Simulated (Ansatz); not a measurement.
# PBE-QIDH/def2-SVP (core potential) run of InCNClF (SMILES N#[C][In]([F])[Cl])

Aim: the vertical singlet–triplet gap of InCNClF at PBE-QIDH/def2-SVP (core potential), from 2 runs. 

The results are computed with Ansatz 0.2.0.

127 further runs of the same task are left out: 7 that didn't finish, 120 set aside as unsound or not needed.

## 1. The molecule

InCNClF has 5 atoms, charge 0, and is taken as a singlet. SMILES: `N#[C][In]([F])[Cl]`. The shape is that of a PBE0-D4/def2-TZVP optimisation.

Bond lengths: N1–C2 1.152 Å, C2–In3 2.082 Å, In3–F4 1.924 Å, In3–Cl5 2.280 Å. Angles: N1–C2–In3 178.9°, C2–In3–F4 118.2°, C2–In3–Cl5 125.8°, F4–In3–Cl5 115.9°.

## 2. The energy at PBE-QIDH/def2-SVP (core potential)

Input file job.yaml:

```yaml
crystal:
  periodic: [false, false, false]
  atoms:
    - {symbol: "N", position_ang: [-1.392600, 1.451400, 1.648800]}
    - {symbol: C, position_ang: [-0.781900, 0.784400, 0.934900]}
    - {symbol: In, position_ang: [0.330400, -0.389600, -0.376400]}
    - {symbol: F, position_ang: [0.434400, -2.280900, -0.039700]}
    - {symbol: Cl, position_ang: [1.459700, 0.361000, -2.209100]}
basis:
  gaussian:
    orbitals: def2-SVP
hamiltonian:
  xc: {name: PBE-QIDH}
correlation:
  frozen_orbitals: {C: 1, Cl: 5, F: 1, In: 4, "N": 1}
accuracy: high
output: {orbitals: {seedname: orbitals}}
```

Run with:

```console
$ ansatz run job.yaml --threads 1 --pin off --max-ram 3480MiB --events-out events.jsonl --progress --plain --runs-dir runs
```

The log of the run:

```text
Warning: RAYON_NUM_THREADS=1 ignored (pool sized by the plan → 1); use --threads N
Functional definition: PBE-QIDH
  name "PBE-QIDH"
  parameter a = 3^(-1/3)
  parameter c = 1/3
  exchange = (1 - a)*pbe_x + a*exact_x
  correlation = (1 - c)*pbe_c + c*(mp2_os + mp2_ss)
1856 factors; integrals over basis functions are off by at most 7.9e-9 eV
mean field evaluation 1: about -22899.7254 eV, gradient 4.5e1 eV
mean field evaluation 2: about -22900.1153 eV, gradient 4.5e1 eV
mean field evaluation 4: about -22904.4723 eV, gradient 4.8e0 eV
mean field evaluation 8: about -22904.5507 eV, gradient 6.8e-1 eV
mean field evaluation 16: about -22904.5520 eV, gradient 5.8e-4 eV
mean field -22904.55200722 eV, -841.7267610025 hartree, gradient 3.3e-8 eV, S^2 0.000000; 0 other end points of the search recorded, 0 dependent functions left out
12 core orbitals not correlated: weight in the atoms' cores, before any rotation towards them, 1.000 or more for the frozen orbitals, at most 0.000 for the correlated occupied ones
reference -22904.55200854 eV, -841.7267610509 hartree; 18, 18 occupied and 56, 56 virtual orbitals, 1856 factors
second order -20.89200850 eV of doubles, -0.00000000 eV of singles
Total energy: -22911.51601138 eV, -841.9826834347 hartree
```

Wall time 22 s (1 thread of Arm Neoverse N1, shared host); peak memory 0.3 GiB.

## 3. The triplet, same level

Input file in.yaml:

```yaml
crystal:
  periodic: [false, false, false]
  atoms:
    - {symbol: "N", position_ang: [-1.392600, 1.451400, 1.648800]}
    - {symbol: C, position_ang: [-0.781900, 0.784400, 0.934900]}
    - {symbol: In, position_ang: [0.330400, -0.389600, -0.376400]}
    - {symbol: F, position_ang: [0.434400, -2.280900, -0.039700]}
    - {symbol: Cl, position_ang: [1.459700, 0.361000, -2.209100]}
basis:
  gaussian:
    orbitals: def2-SVP
magnetization:
  spin_polarized: true
  initial_magnetization: 2
hamiltonian:
  xc: {name: PBE-QIDH}
correlation:
  frozen_orbitals: {C: 1, Cl: 5, F: 1, In: 4, "N": 1}
accuracy: high
output: {orbitals: {seedname: orbitals}}
```

Run with:

```console
$ ansatz run in.yaml --threads 1 --pin off --max-ram 3480MiB --events-out events.jsonl --progress --plain --runs-dir runs
```

The log of the run (excerpt; [...] marks lines left out):

```text
Warning: RAYON_NUM_THREADS=1 ignored (pool sized by the plan → 1); use --threads N
Functional definition: PBE-QIDH
  name "PBE-QIDH"
[...]
1856 factors; integrals over basis functions are off by at most 7.9e-9 eV
[...]
mean field -22899.19509035 eV, -841.5298979386 hartree, gradient 7.0e-8 eV, S^2 2.007248; 12 other end points of the search recorded, 0 dependent functions left out
12 core orbitals not correlated: weight in the atoms' cores, before any rotation towards them, 1.000 or more for the frozen orbitals, at most 0.000 for the correlated occupied ones
reference -22899.19509167 eV, -841.5298979869 hartree; 19, 17 occupied and 55, 57 virtual orbitals, 1856 factors
second order -18.74891530 eV of doubles, -0.00000000 eV of singles
Total energy: -22905.44473010 eV, -841.7595679632 hartree
```

It took 2.6 min on 1 thread of Arm Neoverse N1, shared host; peak memory 0.57 GiB.

## 4. Results

Level: PBE-QIDH/def2-SVP (core potential), 12 core orbitals frozen.

```
                                                         quantity          value
                                            singlet: total energy  -841.98268 Eh
                       singlet: HOMO energy (SCF part's orbitals)      -12.08 eV
                       singlet: LUMO energy (SCF part's orbitals)       -1.01 eV
                     singlet: HOMO–LUMO gap (SCF part's orbitals)       11.07 eV
                                            triplet: total energy  -841.75957 Eh
triplet: HOMO energy (SCF part's orbitals) (highest over α and β)       -7.02 eV
 triplet: LUMO energy (SCF part's orbitals) (lowest over α and β)       -4.38 eV
                                                    triplet: ⟨S²⟩          2.007
                 vertical energy of the triplet above the singlet       6.071 eV
```

**Reading.** At this shape the triplet lies 6.07 eV (140 kcal/mol) above the singlet.
